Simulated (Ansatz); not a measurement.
# Si5CN8: the band gap up the ladder of functionals

An exercise on one series of results from a longer session: the logs are not shown, and one member is left open.

The runs shown are made with Ansatz 0.2.0. PAW datasets, plane waves. Simulation only: spin-unpolarised, and no claim that this is the phase found in nature.

## The cell

The cell was relaxed beforehand with r2SCAN.

The symmetry is Pm (No. 6, monoclinic); conventional cell a = 7.395 Å, b = 2.851 Å, c = 7.424 Å, β = 119.7°, 9.71 Å³ an atom. Near Si stand 4 N at 1.70 Å; near Si stand 4 N at 1.69–1.74 Å; near Si stand 4 N at 1.70–1.74 Å; near Si stand 4 N at 1.73–1.75 Å; near Si stand 4 N at 1.72–1.75 Å.

As a file:

```cif
data_structure
_symmetry_space_group_name_H-M 'P 1'
_symmetry_Int_Tables_number 1
_cell_length_a 7.3947
_cell_length_b 2.8508
_cell_length_c 7.4450
_cell_angle_alpha 90.000
_cell_angle_beta 119.968
_cell_angle_gamma 90.000
_cell_volume 135.97
loop_
_atom_site_label
_atom_site_type_symbol
_atom_site_fract_x
_atom_site_fract_y
_atom_site_fract_z
_atom_site_occupancy
Si1 Si 0.58931 0.50000 0.82236 1
Si2 Si 0.81834 0.00000 0.22635 1
Si3 Si 0.76217 0.00000 0.58981 1
Si4 Si 0.23771 0.50000 0.39656 1
Si5 Si 0.18139 0.50000 0.78516 1
C1 C 0.41949 0.00000 0.19415 1
N1 N 0.32680 0.50000 0.65975 1
N2 N 0.64515 0.00000 0.32087 1
N3 N 0.69228 0.50000 0.66280 1
N4 N 0.66779 0.00000 0.96512 1
N5 N 0.03029 0.00000 0.70854 1
N6 N 0.96898 0.50000 0.29689 1
N7 N 0.31449 0.00000 0.31652 1
N8 N 0.34584 0.50000 0.05513 1
```

Set-up of the first run:

input.yaml reads:

```yaml
crystal:
  lattice:
    - [7.3946849668, 0.0, -0.0123722898]
    - [0.0, 2.8508289282, 0.0]
    - [-3.7080622141, 0.0, 6.4558759539]
  atoms:
    - { symbol: Si, position: [0.5893144387, 0.5, 0.8223572278] }
    - { symbol: Si, position: [0.8183397049, 0.0, 0.2263461813] }
    - { symbol: Si, position: [0.7621674051, 0.0, 0.5898102496] }
    - { symbol: Si, position: [0.2377075316, 0.5, 0.3965581194] }
    - { symbol: Si, position: [0.181386342, 0.5, 0.7851580321] }
    - { symbol: C, position: [0.4194859119, 0.0, 0.1941525003] }
    - { symbol: "N", position: [0.3267961202, 0.5, 0.6597461036] }
    - { symbol: "N", position: [0.645148211, 0.0, 0.3208677913] }
    - { symbol: "N", position: [0.6922752047, 0.5, 0.662804235] }
    - { symbol: "N", position: [0.6677885342, 0.0, 0.9651199643] }
    - { symbol: "N", position: [0.0302876362, 0.0, 0.7085381529] }
    - { symbol: "N", position: [0.9689787102, 0.5, 0.2968935602] }
    - { symbol: "N", position: [0.3144852945, 0.0, 0.3165156846] }
    - { symbol: "N", position: [0.345838955, 0.5, 0.0551321979] }
kpoints:
  mp_grid: { grid: [4, 10, 4] }
  band_path:
    path:
      - [0.0, 0.0, 0.0]
      - [-3.836354144604e-35, -0.5, -3.771469547209e-18]
      - [1.744689828714e-20, -0.5, -0.5]
      - [1.744689828714e-20, 3.575736561714e-35, -0.5]
      - [0.0, 0.0, 0.0]
      - [-0.5, 2.922700536781e-19, -2.713093141618e-17]
      - [-0.5, -0.5, -6.247042787689e-17]
      - [-3.836354144604e-35, -0.5, -3.771469547209e-18]
      - [-0.5, -0.5, 0.5]
      - [-0.5, 2.922700536781e-19, 0.5]
      - [0.0, 0.0, 0.0]
    npoints: 10
hamiltonian:
  xc: pbe
scf:
  occupations: { method: fermi_dirac, width: 0.02 }
  n_extra_bands: 7
output:
  forces: true
  stress: true
  eigenvalues: true
  write_density: true
  write_potential: true
  elf: true
  volumetric_format: npy
```

Among the steps run: PBE band path; r2SCAN; HSE06 at the same geometry; PBE0.

One table of the session follows, with a row left open; its other results are not shown here.

| level | gap (eV) |
| --- | --- |
| PBE | 1.99 |
| r2SCAN | 2.33 |
| HSE06 | ? |
| PBE0 | 4.20 |

Q: Estimate the row for HSE06 from the others.

As computed: gap (eV): 3.44. In the column «gap (eV)» it lies between r2SCAN (2.33) and PBE0 (4.20).

Meshes: PBE 4×10×4, r2SCAN 4×10×4, HSE06 2×6×2, PBE0 2×6×2

In words: The gap runs from 1.99 eV (PBE) to 4.20 eV (PBE0). Against HSE06, PBE is short by 1.45 eV, at 58 % of it, and r2SCAN 68 %. PBE0 lies 0.76 eV above HSE06, which differs from it by screening the long-range exchange.

Caveats from the session: Warnings in the runs' records: stress scf threshold loose, stress exchange threshold loose.
